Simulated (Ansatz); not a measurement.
# C₂H₅BOS: up Jacob's ladder to CCSD(T)

The task here is to estimate one member of a computed series from the others.

Method: functionals in def2-TZVPP, the program's frozen cores in correlated methods; program: Ansatz 0.2.0, Gaussian basis.

Levels to be run: PBE-D4, r2SCAN-D4, PBE0-D4, B3LYP-D4, ωB97X-V, ωB97M-V, B2PLYP; CCSD(T)/def2-TZVPP; MP2/def2-QZVPP; extrapolation to the limit.

## The geometry

An earlier PBE0-D4 in a triple-zeta def2 set relaxation fixed the geometry.

10 atoms, charge 0, spin multiplicity 1.

Atoms are counted from 1 here; the program's logs count them from 0.

Bond lengths: B1–C2 1.551 Å, B1–H6 1.202 Å, B1–H7 1.193 Å, C2–C3 1.502 Å, C2–H8 1.089 Å, C2–H9 1.112 Å, C3–O4 1.332 Å, C3–S5 1.620 Å, O4–H10 0.968 Å. Angles: C2–B1–H6 121.2°, C2–B1–H7 120.4°, H6–B1–H7 118.2°, B1–C2–C3 119.1°, B1–C2–H8 114.8°, B1–C2–H9 99.1°, C3–C2–H8 110.2°, C3–C2–H9 106.7°, H8–C2–H9 105.0°, C2–C3–O4 115.4°, C2–C3–S5 123.6°, O4–C3–S5 121.1°, C3–O4–H10 109.7°.

As a file:

```
atom    x (Å)    y (Å)    z (Å)
  B1  -0.2955   0.2552   1.3433
  C2  -0.5840   0.2639  -0.1801
  C3   0.5375  -0.0219  -1.1371
  O4   1.3702  -0.9938  -0.7667
  S5   0.7438   0.7674  -2.5369
  H6   0.6138  -0.3837   1.8021
  H7  -1.0265   0.8172   2.0996
  H8  -1.1680   1.1139  -0.5291
  H9  -1.2783  -0.6037  -0.2328
 H10   1.1702  -1.2657   0.1406
```

Set-up of the first run:

The input, in.yaml:

```yaml
crystal:
  periodic: [false, false, false]
  atoms:
    - {symbol: B, position_ang: [-0.295466, 0.255242, 1.343325]}
    - {symbol: C, position_ang: [-0.584045, 0.263912, -0.180148]}
    - {symbol: C, position_ang: [0.537545, -0.021864, -1.137053]}
    - {symbol: O, position_ang: [1.370190, -0.993828, -0.766663]}
    - {symbol: S, position_ang: [0.743776, 0.767402, -2.536860]}
    - {symbol: H, position_ang: [0.613750, -0.383699, 1.802085]}
    - {symbol: H, position_ang: [-1.026535, 0.817163, 2.099603]}
    - {symbol: H, position_ang: [-1.167984, 1.113865, -0.529116]}
    - {symbol: H, position_ang: [-1.278277, -0.603743, -0.232786]}
    - {symbol: H, position_ang: [1.170246, -1.265750, 0.140613]}
basis:
  gaussian: {orbitals: def2-TZVPP}
hamiltonian: {xc: pbe, dispersion: d4}
output: {forces: true, orbitals: {seedname: orbitals}}
```

Launch:

```
ansatz run in.yaml --threads 4 --pin off --events-out ev --progress --plain --max-ram 10444MiB
```

Among the steps run: PBE-D4 (GGA); r2SCAN-D4 (meta-GGA); PBE0-D4 (hybrid); B3LYP-D4 (hybrid); ωB97X-V (range-separated); ωB97M-V (range-separated); B2PLYP (double hybrid); CCSD(T) in def2-TZVPP; MP2 in def2-QZVPP.

One of the session's tables, all rows but one given; the rest of the session is left out.

| method | atomisation energy (kcal/mol) |
| --- | --- |
| PBE-D4 | 939.6 |
| r2SCAN-D4 | 918.6 |
| PBE0-D4 | 917.9 |
| B3LYP-D4 | 910.8 |
| ωB97X-V | 911.9 |
| ωB97M-V | 915.3 |
| B2PLYP | 901.1 |
| HF/def2-TZVPP | 651.9 |
| MP2/def2-TZVPP | 904.7 |
| CCSD/def2-TZVPP | 865.6 |
| CCSD(T)/def2-TZVPP | 882.8 |
| MP2/CBS | ? |
| CCSD(T)/CBS | 906.8 |

Estimate the missing values for MP2/CBS.

The run gave: atomisation energy (kcal/mol): 928.8. In the column «atomisation energy (kcal/mol)» it lies between r2SCAN-D4 (918.6) and PBE-D4 (939.6).

Caveats from the session: Free atoms (1 B, 2 C, 1 O, 1 S, 5 H) were run apart at each level; the atomisation energy is their sum less the molecule, without zero-point or spin-orbit terms.
